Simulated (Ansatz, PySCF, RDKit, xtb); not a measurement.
**Solving BSiHClO+, step by step**

Only the formula BSiHClO+ is given (charge +1). Aim: find the structure of lowest free energy at 298.15 K, then its properties.

The funnel: GFN2-xTB relaxations, single points with a density functional, relaxations at PBE0-D3(BJ)/def2-SVP, harmonic vibrations, and a last energy at a higher level. All values are calculated.

7 further runs of the same task are left out: 7 set aside as unsound or not needed.

### 1 Candidates

A program enumerates the bonding patterns with one Lewis structure each (two rings at most, one unusual centre or charged pair), with their diastereomers. O–O, O–halogen and N–halogen bonds and N–N–N chains are not drawn. That gives 22 candidates.

c052 Cl[Si]1=B[OH+]1; c107 [Si]=[O+]BCl; c162 Cl[Si+]1BO1; c221 Cl[Si@@H]1[B+]O1; c281 [BH+]O[Si]Cl (triplet); c307 O/B=[Si+]/Cl; c319 ClB1[OH+][Si]1; c324 ClB1[OH+][Si]1 (triplet); c328 [SiH]O[B+]Cl; c336 O/B=[Si+]\Cl; c390 O=[SiH][B+]Cl; c572 O/[Si+]=B\Cl; c596 O=[Si+]BCl; c612 [BH+][Si](=O)Cl; c666 [BH+]O[Si]Cl; c694 [Si]=[O+]BCl (triplet); c697 Cl[B@@H-]1[O+]=[Si+]1; c728 ClB1O[SiH+]1; c744 O/[Si+]=B/Cl; c799 [B+]=[Si](O)Cl; c821 O=B[SiH+]Cl; c933 [SiH]O[B+]Cl (triplet).

Candidates are built by distance geometry, with a force field where one applies, in up to four conformers (letters a to d). 4 starts with atoms placed at random are added, to find patterns that the rules miss.

Q: Predict the outcome of this search (final energies at CCSD(T)/def2-TZVPP).

| quantity | value |
| --- | --- |
| lowest structure found | [Si]=[O+]BCl, singlet, Cs |
| next finalist | [BH+]O[Si]Cl, singlet, 6.0 kcal/mol higher in G |
| share at equilibrium, among the finalists | 100.0 % |
| harmonic wavenumbers, lowest and highest (PBE0-D3(BJ)/def2-SVP) | 114 and 2754 cm⁻¹ |
| rotational constants, same geometry | 0.9416, 0.06165, 0.05786 cm⁻¹ |
| HOMO energy (PBE0/def2-TZVPD) | -13.79 eV |
| LUMO energy (PBE0/def2-TZVPD) | -8.81 eV |
| HOMO–LUMO gap (PBE0/def2-TZVPD) | 4.98 eV |
| lowest excitation (TD-CAM-B3LYP/def2-SVPD) | 4.80 eV (f = 0.004) |
| strongest of the states computed, same level | 7.17 eV (f = 0.185) |
| lowest triplet excitation, same level, Tamm-Dancoff | 4.29 eV |
| vertical ionisation energy | 16.28 eV |
| vertical recombination energy (electron added) | 6.75 eV |
| vertical triplet less singlet | +4.08 eV |

The search ends on `[Si]=[O+]BCl`. Among the finalists first place is clear (6.0 kcal/mol); structures outside the list aren't covered. GFN2-xTB, HF/STO-3G, r2SCAN-D4/def2-SVP, PBE0-D3(BJ)/def2-SVP, HF/def2-TZVPP and MP2/def2-TZVPP already put its bonding pattern lowest among the structures in one piece. Lowest found is not proven lowest: the search is finite, and each finalist counts with one conformer.
